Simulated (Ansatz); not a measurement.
# Ti: the cost of one run

Program: Ansatz 0.2.0. Level of theory: DFT PBE, scalar-relativistic, plane waves, PAW. These are calculated values, not measurements.

## Step 1: The starting structure

The structure is hexagonal, space group P6_3/mmc (No. 194). The conventional cell has a = 2.950 Å, b = 2.950 Å, c = 4.680 Å, α = 90.00°, β = 90.00°, γ = 120.00°. Ti (site symmetry -6m2) has 12 Ti at 2.89 to 2.95 Å as nearest neighbours.

As a file:

```
CELL_PARAMETERS angstrom
8.85000 0.00000 0.00000
-4.42500 7.66432 0.00000
0.00000 0.00000 9.36000
ATOMIC_POSITIONS crystal
Ti 0.11111 0.22222 0.12500
Ti 0.22222 0.11111 0.37500
Ti 0.11111 0.22222 0.62500
Ti 0.22222 0.11111 0.87500
Ti 0.11111 0.55556 0.12500
Ti 0.22222 0.44444 0.37500
Ti 0.11111 0.55556 0.62500
Ti 0.22222 0.44444 0.87500
Ti 0.11111 0.88889 0.12500
Ti 0.22222 0.77778 0.37500
Ti 0.11111 0.88889 0.62500
Ti 0.22222 0.77778 0.87500
Ti 0.44444 0.22222 0.12500
Ti 0.55556 0.11111 0.37500
Ti 0.44444 0.22222 0.62500
Ti 0.55556 0.11111 0.87500
Ti 0.44444 0.55556 0.12500
Ti 0.55556 0.44444 0.37500
Ti 0.44444 0.55556 0.62500
Ti 0.55556 0.44444 0.87500
Ti 0.44444 0.88889 0.12500
Ti 0.55556 0.77778 0.37500
Ti 0.44444 0.88889 0.62500
Ti 0.55556 0.77778 0.87500
Ti 0.77778 0.22222 0.12500
Ti 0.88889 0.11111 0.37500
Ti 0.77778 0.22222 0.62500
Ti 0.88889 0.11111 0.87500
Ti 0.77778 0.55556 0.12500
Ti 0.88889 0.44444 0.37500
Ti 0.77778 0.55556 0.62500
Ti 0.88889 0.44444 0.87500
Ti 0.77778 0.88889 0.12500
Ti 0.88889 0.77778 0.37500
Ti 0.77778 0.88889 0.62500
Ti 0.88889 0.77778 0.87500
```

## Step 2: Relaxing cell and atoms: Ti, no spin

input.yaml

```yaml
crystal:
  lattice:
    - [8.85, 0.0, 0.0]
    - [-4.425, 7.6643248236, 0.0]
    - [0.0, 0.0, 9.36]
  atoms:
    - { symbol: Ti, position: [0.1111111111, 0.2222222222, 0.125] }
    - { symbol: Ti, position: [0.2222222222, 0.1111111111, 0.375] }
    - { symbol: Ti, position: [0.1111111111, 0.2222222222, 0.625] }
    - { symbol: Ti, position: [0.2222222222, 0.1111111111, 0.875] }
    - { symbol: Ti, position: [0.1111111111, 0.5555555556, 0.125] }
    - { symbol: Ti, position: [0.2222222222, 0.4444444444, 0.375] }
    - { symbol: Ti, position: [0.1111111111, 0.5555555556, 0.625] }
    - { symbol: Ti, position: [0.2222222222, 0.4444444444, 0.875] }
    - { symbol: Ti, position: [0.1111111111, 0.8888888889, 0.125] }
    - { symbol: Ti, position: [0.2222222222, 0.7777777778, 0.375] }
    - { symbol: Ti, position: [0.1111111111, 0.8888888889, 0.625] }
    - { symbol: Ti, position: [0.2222222222, 0.7777777778, 0.875] }
    - { symbol: Ti, position: [0.4444444444, 0.2222222222, 0.125] }
    - { symbol: Ti, position: [0.5555555556, 0.1111111111, 0.375] }
    - { symbol: Ti, position: [0.4444444444, 0.2222222222, 0.625] }
    - { symbol: Ti, position: [0.5555555556, 0.1111111111, 0.875] }
    - { symbol: Ti, position: [0.4444444444, 0.5555555556, 0.125] }
    - { symbol: Ti, position: [0.5555555556, 0.4444444444, 0.375] }
    - { symbol: Ti, position: [0.4444444444, 0.5555555556, 0.625] }
    - { symbol: Ti, position: [0.5555555556, 0.4444444444, 0.875] }
    - { symbol: Ti, position: [0.4444444444, 0.8888888889, 0.125] }
    - { symbol: Ti, position: [0.5555555556, 0.7777777778, 0.375] }
    - { symbol: Ti, position: [0.4444444444, 0.8888888889, 0.625] }
    - { symbol: Ti, position: [0.5555555556, 0.7777777778, 0.875] }
    - { symbol: Ti, position: [0.7777777778, 0.2222222222, 0.125] }
    - { symbol: Ti, position: [0.8888888889, 0.1111111111, 0.375] }
    - { symbol: Ti, position: [0.7777777778, 0.2222222222, 0.625] }
    - { symbol: Ti, position: [0.8888888889, 0.1111111111, 0.875] }
    - { symbol: Ti, position: [0.7777777778, 0.5555555556, 0.125] }
    - { symbol: Ti, position: [0.8888888889, 0.4444444444, 0.375] }
    - { symbol: Ti, position: [0.7777777778, 0.5555555556, 0.625] }
    - { symbol: Ti, position: [0.8888888889, 0.4444444444, 0.875] }
    - { symbol: Ti, position: [0.7777777778, 0.8888888889, 0.125] }
    - { symbol: Ti, position: [0.8888888889, 0.7777777778, 0.375] }
    - { symbol: Ti, position: [0.7777777778, 0.8888888889, 0.625] }
    - { symbol: Ti, position: [0.8888888889, 0.7777777778, 0.875] }
scf:
  occupations: { method: gaussian, width: 0.1 }
output:
  forces: true
  stress: true
  eigenvalues: true
hamiltonian:
  xc: pbe
kpoints:
  mp_grid: { grid: [5, 5, 5] }
relax:
  f_tol: 0.01
  max_steps: 60
  cell: { stress_tol: 0.03 }
```

The run is started by

```bash
> ansatz run input.yaml --threads 4 --pin off --max-ram 8192MiB --backend cpu --events-out ev --progress --plain --runs-dir out
```

Q: Estimate wall time and peak memory on 4 threads of Intel Xeon 6975P-C (Granite Rapids), shared host.

About 2.9 min, with a peak of 4.4 GiB.
